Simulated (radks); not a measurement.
# Nuclear size and the levels of Al⁺

Aim: how the total energy, the levels and the density at the nucleus of Al⁺ respond when the nuclear radius is scaled.

The numbers are computed with radks (a radial shooting solver on a logarithmic mesh, Libxc functionals) version 1 (Dirac Kohn-Sham, relativistic LDA (MacDonald-Vosko exchange, VWN5 correlation), spin-unpolarised, spherical densities, finite nucleus), except any that are marked as measured or tabulated.

**1. Starting point**

```
element            : aluminium (Z = 13)
charge             : +1
electrons          : 12
configuration      : [Ne] 3s2
nuclear rms radius : 3.061 fm
```

The outer shells:

Al⁺
```
[Ne] core
3s [↑↓]
```

**2. rms radius 3.061 fm**

Settings of this run:

```text
Z 13
configuration [Ne] 3s2 3p0 4s0
relativity Dirac
functional lda_x_rel,vwn5
spin unpolarised
j_filling energy
nucleus finite rms 3.061 fm
c 137.035999084
```

**3. rms radius 2.6692 fm**

Settings, as their differences from step 2:

```diff
@@ -6,3 +6,3 @@
 j_filling energy
-nucleus finite rms 3.061 fm
+nucleus finite rms 2.6692 fm
 c 137.035999084
```

**4. rms radius 2.8773 fm**

Settings, as their differences from step 3:

```diff
@@ -6,3 +6,3 @@
 j_filling energy
-nucleus finite rms 2.6692 fm
+nucleus finite rms 2.8773 fm
 c 137.035999084
```

**5. rms radius 3.2845 fm**

Settings, as their differences from step 4:

```diff
@@ -6,3 +6,3 @@
 j_filling energy
-nucleus finite rms 2.8773 fm
+nucleus finite rms 3.2845 fm
 c 137.035999084
```

**6. rms radius 3.814 fm**

Settings, as their differences from step 5:

```diff
@@ -6,3 +6,3 @@
 j_filling energy
-nucleus finite rms 3.2845 fm
+nucleus finite rms 3.814 fm
 c 137.035999084
```

**Question.** What will these runs give? Wanted: for each run, rms radius; total energy shift; density at nucleus; 1s1/2 shift.

The runs gave:

```csv
rms radius (fm),total energy shift (eV),density at nucleus (e/bohr³),1s1/2 shift (meV)
2.6692,-0.000882,1488,-0.365
2.8773,-0.000428,1487,-0.177
3.061,0,1486,0
3.2845,0.000556,1485,0.230
3.814,0.00203,1482,0.841
```

Shifts are against the first run. Over the range the 1s1/2 level moves by 0.00121 eV and the 1s1/2 level by 1.21 meV. A larger nucleus binds the 1s electrons less and lowers the density at its centre. These are shifts of eigenvalues, not the field shifts of spectral lines.
